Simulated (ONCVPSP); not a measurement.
# An ONCV potential for thulium, from input to tests

Aim: build the potential from the settings below, then test how well it stands in for the atom: other configurations, scattering, ghost states and the plane-wave cutoff that it needs.

Method: ONCVPSP 4.0.1, PBEsol, scalar-relativistic.

**1. Settings**

The settings as typed:

- element: thulium (Tm, Z = 69)
- type: optimised norm-conserving Vanderbilt (ONCV)
- frozen core: [Kr] 4d10
- valence charge: 23
- reference configuration: 4f13 5s2 5p6 (charge +2)
- partial waves: 5s: rc 1.60 bohr, ncon 4, nbas 8, qcut 5.8 1/bohr, 3 projectors, debl 1.2 Ha; 5p: rc 1.55 bohr, ncon 4, nbas 8, qcut 4.4 1/bohr, 3 projectors, debl 1 Ha; d scattering state at 0.02 Ha: rc 1.55 bohr, ncon 4, nbas 8, qcut 6.9 1/bohr, 2 projectors, debl 1.8 Ha; 4f: rc 0.70 bohr, ncon 3, nbas 8, qcut 22.2 1/bohr, local
- local potential: the f channel
- core correction: Teter function, fcfact 4.25, rcfact 1.45

The outer shells as boxes (Hund's rule for the drawing; the calculation is spin-unpolarised):

```
[Kr] core
4d [↑↓][↑↓][↑↓][↑↓][↑↓]
4f [↑↓][↑↓][↑↓][↑↓][↑↓][↑↓][↑ ]
5s [↑↓]
5p [↑↓][↑↓][↑↓]
```

**2. Generation**

Tm.dat reads:

```
# ATOM AND REFERENCE CONFIGURATION
# atsym  z   nc   nv     iexc    psfile
  Tm 69.00    9    3  -116133      upf
#
#   n    l    f
    1    0    2.00
    2    0    2.00
    2    1    6.00
    3    0    2.00
    3    1    6.00
    3    2   10.00
    4    0    2.00
    4    1    6.00
    4    2   10.00
    4    3   13.00
    5    0    2.00
    5    1    6.00
#
# PSEUDOPOTENTIAL AND OPTIMIZATION
# lmax
    3
#
#   l,   rc,      ep,       ncon, nbas, qcut
    0    1.60    0.00    4    8    5.80
    1    1.55    0.00    4    8    4.40
    2    1.55    0.02    4    8    6.90
    3    0.70    0.00    3    8   22.20
#
# LOCAL POTENTIAL
# lloc, lpopt,  rc(5),   dvloc0
    3    5    0.70    0.00
#
# VANDERBILT-KLEINMAN-BYLANDER PROJECTORs
# l, nproj, debl
    0    3    1.20
    1    3    1.00
    2    2    1.80
    3    0    2.80
#
# MODEL CORE CHARGE
# icmod, fcfact, rcfact
    3    4.25    1.45
#
# LOG DERIVATIVE ANALYSIS
# epsh1, epsh2, depsh
   -4.00    5.00    0.02
#
# OUTPUT GRID
# rlmax, drl
    6.00    0.01
#
# TEST CONFIGURATIONS
# ncnf
    4
# nvcnf
#   n    l    f
    4
    4    3   13.00
    5    0    2.00
    5    1    6.00
    6    0    2.00
#
    4
    4    3   13.00
    5    0    2.00
    5    1    6.00
    6    0    1.00
#
    3
    4    3   12.00
    5    0    2.00
    5    1    6.00
#
    4
    4    3   12.00
    5    0    2.00
    5    1    6.00
    6    0    2.00
#
```

Run with:

```
$ oncvpsp.x < Tm.dat > Tm.out
```

**Question.** What will these runs give? Wanted: cutoffs for 1 and 0.1 mHa per electron, occupied waves; bound ghosts; GHOST(+) flags; largest test error; largest phase difference near zero energy, channels read; rms error of d²Exc/dn², without and with the model core; projector energies reset by the program.

The runs gave:

| quantity | value |
| --- | --- |
| cutoffs for 1 and 0.1 mHa per electron, occupied waves | 215 Ha and 236 Ha |
| bound ghosts | s at -1177.94 eV, p at -457.08 eV, d at -225.30 eV |
| GHOST(+) flags | s at 237 eV, p at 3275 eV |
| largest test error (AE − PS) | +16 meV, for 4f12 5s2 5p6 6s2 |
| largest phase difference near zero energy, channels read | 0.002 rad |
| rms error of d²Exc/dn², without and with the model core | 7.10 and 2.91 mHa |
| projector energies reset by the program | s: -2.501, 0.250, 1.450 Ha; p: -1.525, 0.250, 1.250 Ha; d: 0.050, 1.850 Ha |

In words: A bound ghost (s, p, d) makes it unfit for use: electrons can fall into a state that the atom doesn't have. By total energies transferability is good: the largest error is 16 meV on 8.0 eV, for 4f12 5s2 5p6 6s2. Atomic tests can pass in spite of a ghost, since they solve only for the levels asked. By its cutoff, 215 Ha for the looser tolerance, it is very hard. At the looser tolerance the 4f wave is the slowest; 5p needs 64 Ha. Near zero energy the phases of the channels with partial waves agree within 0.002 rad. The program also flags highly localised states, GHOST(+) (s, p).
